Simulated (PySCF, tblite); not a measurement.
**C5H12S2Si: geometry, infrared bands and NMR shifts**

Wanted: the infrared bands and NMR shifts of C5H12S2Si (`CCS[C@@H]1C[Si@@H]1SC`), by calculation.

Programs: tblite 0.8.0 and PySCF 2.14.0, with density-fitted response routines of our own. Each step states its level of theory. These are calculated values for one molecule in the gas phase, unless marked as measured. Atoms are numbered from 0 throughout.

### Step 1. Starting geometry

20 atoms, charge 0, multiplicity 1; geometry from: force field or distance geometry start.

Bonds of the start (Å): C0–C1 1.50, C1–S2 1.81, S2–C3 1.83, C3–C4 1.51, C4–Si5 1.87, Si5–S6 2.14, S6–C7 1.83, Si5–C3 1.85, C0–H8 1.12, C0–H9 1.10, C0–H10 1.13, C1–H11 1.13, C1–H12 1.13, C3–H13 1.11, C4–H14 1.09, C4–H15 1.10, Si5–H16 1.46, C7–H17 1.12, C7–H18 1.10, C7–H19 1.11.

### Step 2. Geometry optimisation with GFN2-xTB

What the job is given:

```
{"job": {"kind": "relax", "xc": "GFN2-xTB", "basis": "xTB"}, "charge": 0, "multiplicity": 1}
C     -3.574600    -0.311100     0.348600
C     -2.447000    -1.008800     1.060000
S     -1.106200    -1.425500    -0.078900
C     -0.404700     0.128000    -0.741900
C      0.754100    -0.073200    -1.694200
Si     1.203600     0.735900    -0.072000
S      2.417500    -0.522000     1.166100
C      4.122100    -0.382100     0.526000
H     -3.760100     0.688800     0.816200
H     -3.370400    -0.162000    -0.725900
H     -4.544100    -0.878800     0.438200
H     -2.826300    -1.909300     1.620200
H     -2.067800    -0.317700     1.871900
H     -1.113800     0.925400    -1.044100
H      1.064400    -1.116000    -1.813600
H      0.826300     0.595000    -2.562500
H      1.590200     2.142600    -0.193600
H      4.078000    -0.824200    -0.500300
H      4.852900    -0.866900     1.184000
H      4.300800     0.708500     0.393000
```

On the command line:

```bash
$ OMP_NUM_THREADS=1 python probes_run.py task.json out
```

The driver reads the jobs from task.json and runs them one after another.

**Question.** This job is followed by: GFN2-xTB harmonic vibrations, gas phase; GIAO PBE0/pcSseg-1 NMR shielding, non-relativistic, gas phase. Predict these results of the whole session: strongest single infrared mode (GFN2-xTB); zero-point energy (GFN2-xTB); ¹³C shifts against TMS (PBE0/pcSseg-1); ¹H shifts against TMS (PBE0/pcSseg-1, means over atoms taken as alike); ³³S shifts against CS2 (PBE0/pcSseg-1); ²⁹Si shifts against TMS (PBE0/pcSseg-1); surface potential, 1st and 99th percentile.

The runs gave:

```
                                                              quantity                                               value
                             strongest single infrared mode (GFN2-xTB)                               2361 cm⁻¹, 259 km/mol
                                          zero-point energy (GFN2-xTB)                                       98.1 kcal/mol
                                ¹³C shifts against TMS (PBE0/pcSseg-1)                    41.1, 23.5, 18.5, 16.8, 16.3 ppm
¹H shifts against TMS (PBE0/pcSseg-1, means over atoms taken as alike)  4.00, 2.68, 2.32, 2.30, 2.20, 1.33, 1.33, 1.19 ppm
                                ³³S shifts against CS2 (PBE0/pcSseg-1)                                        41, -193 ppm
                               ²⁹Si shifts against TMS (PBE0/pcSseg-1)                                           -90.4 ppm
                                 surface potential, 1st and 99th percentile                                  -1.19 V and 1.04 V
```

Over 219 steps the energy fell by 0.784 eV; of the close pairs, C3–Si5 changed most, 1.845 to 1.890 Å. All 54 modes are real, so the xTB geometry is a minimum. The strongest single mode, at 2361 cm⁻¹, moves mainly H16. GFN2-xTB is a fitted tight-binding method: band positions and strengths are rough. Its intensities can rank the bands wrongly.
